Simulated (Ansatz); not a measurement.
Geometry optimisation, DFT r2SCAN, scalar-relativistic, plane waves, PAW (Ansatz).

The input (input.yaml):

```yaml
crystal:
  lattice:
    - [0.0, 5.43, 5.43]
    - [5.43, 0.0, 5.43]
    - [5.43, 5.43, 0.0]
  atoms:
    - { symbol: Si, position: [0.0, 0.0, 0.0] }
    - { symbol: Si, position: [0.125, 0.125, 0.125] }
    - { symbol: Si, position: [0.0, 0.0, 0.5] }
    - { symbol: Si, position: [0.125, 0.125, 0.625] }
    - { symbol: Si, position: [0.0, 0.5, 0.0] }
    - { symbol: Si, position: [0.125, 0.625, 0.125] }
    - { symbol: Si, position: [0.0, 0.5, 0.5] }
    - { symbol: Si, position: [0.125, 0.625, 0.625] }
    - { symbol: Si, position: [0.5, 0.0, 0.0] }
    - { symbol: Si, position: [0.625, 0.125, 0.125] }
    - { symbol: Si, position: [0.5, 0.0, 0.5] }
    - { symbol: Si, position: [0.625, 0.125, 0.625] }
    - { symbol: Si, position: [0.5, 0.5, 0.0] }
    - { symbol: Si, position: [0.625, 0.625, 0.125] }
    - { symbol: Si, position: [0.5, 0.5, 0.5] }
    - { symbol: Si, position: [0.625, 0.625, 0.625] }
    - { symbol: Al, position: [0.74529188, 0.76314594, 0.74774251], spin: 1.0 }
magnetization:
  spin_polarized: true
basis:
  ecutwfc: 500.0
kpoints:
  mp_grid: { grid: [2, 2, 2] }
hamiltonian:
  xc: r2scan
  pseudopotentials: { kind: paw, azcp: { folder: soft_1 } }
scf:
  occupations: { method: gaussian, width: 0.05 }
  lower_state_search: "off"
relax:
  f_tol: 0.03
  max_steps: 60
  adjacent_minimum: "off"
output:
  write_density: true
  write_potential: true
  elf: true
  volumetric_format: npy
```

Command:

```bash
$ ansatz run input.yaml --threads 4 --pin off --max-ram 10240MiB --backend cpu --events-out ev --progress --plain --runs-dir out
```

Question: Where does it end, and by what steps?

Answer: The run converged. Limits of this set-up: coarse k mesh, a small cell, in which the defect meets its images, a typed lattice constant that wasn't relaxed here. After 3 steps the energy has fallen by 0.330 eV; Si12 moved furthest, 0.09 Å.

```
step  energy less start (eV)  largest force component (eV/Å)  accepted
   0                  0.0000                           1.352       yes
   1                 -0.2885                           0.532       yes
   2                 -0.3272                           0.093       yes
   3                 -0.3304                           0.012       yes
```

```xyz
17
Lattice="0.0000 5.4300 5.4300 5.4300 0.0000 5.4300 5.4300 5.4300 0.0000" Properties=species:S:1:pos:R:3
Si 0.003 -0.002 0.002
Si 1.346 1.341 1.346
Si 2.719 2.713 0.015
Si 4.090 4.085 1.346
Si 2.718 0.010 2.717
Si 4.090 1.341 4.089
Si 5.421 2.713 2.717
Si 6.745 4.116 4.121
Si 0.016 2.713 2.718
Si 1.346 4.085 4.089
Si 2.719 5.415 2.718
Si 4.123 6.738 4.122
Si 2.718 2.713 5.420
Si 4.121 4.116 6.744
Si 5.435 5.427 5.434
Si 6.745 6.740 6.744
Al 8.150 8.142 8.149
```

Whether the end is a true minimum wasn't checked by a vibrational analysis.

Time of the run: 110 s on 4 threads of AMD EPYC 7R32 (Zen 2), with other jobs on the host, peak memory 1.8 GiB.
